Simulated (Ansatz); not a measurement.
# CH6O4Sn: the cost of one run

Computed with Ansatz 0.2.0, Gaussian basis. Level: functionals in def2-TZVPP, the program's frozen cores in correlated methods.

Plan: LDA (SPW92), PBE-D4, revPBE-D4, BLYP-D4, r2SCAN-D4, B97M-V, PBE0-D4, B3LYP-D4, r2SCANh-D4, r2SCAN0-D4, HSE06-D4, BHLYP-D4, CAM-B3LYP-D4, LC-ωPBE, ωB97X-V, ωB97M-V, B2PLYP, PBE-QIDH; CCSD(T)/def2-SVP; MP2/def2-TZVPP; MP2/def2-QZVPP; RPA on PBE.

## (1) The relaxed structure

The geometry comes from an earlier relaxation with PBE0-D4 in a triple-zeta def2 set; it is a stationary point, not always the lowest conformer. Sn takes the def2 core potential; no spin-orbit term is included.

SMILES `C[O][Sn]([OH])([OH])[OH]`, 12 atoms, charge 0, spin multiplicity 1.

Atoms are counted from 1 here; the program's logs count them from 0.

Bond lengths: C1–O2 1.414 Å, C1–H7 1.093 Å, C1–H8 1.096 Å, C1–H9 1.095 Å, O2–Sn3 1.941 Å, Sn3–O4 1.942 Å, Sn3–O5 1.946 Å, Sn3–O6 1.942 Å, O4–H10 0.962 Å, O5–H11 0.961 Å, O6–H12 0.961 Å. Angles: O2–C1–H7 107.6°, O2–C1–H8 111.7°, O2–C1–H9 112.4°, H7–C1–H8 108.2°, H7–C1–H9 108.3°, H8–C1–H9 108.6°, C1–O2–Sn3 121.4°, O2–Sn3–O4 104.7°, O2–Sn3–O5 116.1°, O2–Sn3–O6 107.8°, O4–Sn3–O5 107.8°, O4–Sn3–O6 115.6°, O5–Sn3–O6 105.2°, Sn3–O4–H10 111.9°, Sn3–O5–H11 112.6°, Sn3–O6–H12 111.8°.

## (2) LDA

This LDA is Slater exchange with PW92 correlation.

in.yaml reads:

```yaml
crystal:
  periodic: [false, false, false]
  atoms:
    - {symbol: C, position_ang: [-0.156179, -1.328661, 1.587265]}
    - {symbol: O, position_ang: [0.688168, -0.903674, 0.535564]}
    - {symbol: Sn, position_ang: [0.177994, 0.548597, -0.646410]}
    - {symbol: O, position_ang: [1.812224, 1.020630, -1.582510]}
    - {symbol: O, position_ang: [-1.173921, 0.131339, -1.982696]}
    - {symbol: O, position_ang: [-0.600620, 1.954850, 0.443824]}
    - {symbol: H, position_ang: [0.420078, -2.009490, 2.218699]}
    - {symbol: H, position_ang: [-1.031716, -1.870327, 1.210966]}
    - {symbol: H, position_ang: [-0.502071, -0.494635, 2.207428]}
    - {symbol: H, position_ang: [2.591203, 0.663574, -1.146239]}
    - {symbol: H, position_ang: [-0.791467, -0.130657, -2.824793]}
    - {symbol: H, position_ang: [-1.356892, 2.363252, 0.012902]}
basis:
  gaussian: {orbitals: def2-TZVPP}
hamiltonian: {xc: lda}
output: {orbitals: {seedname: orbitals}}
```

Launch:

```bash
$ ansatz run in.yaml --threads 4 --pin off --events-out ev --progress --plain --max-ram 11315MiB
```

Q: Estimate wall time and peak memory on 4 threads of Intel Xeon at 2.50GHz, shared host.

About 3.4 s, with a peak of 0.4 GiB.
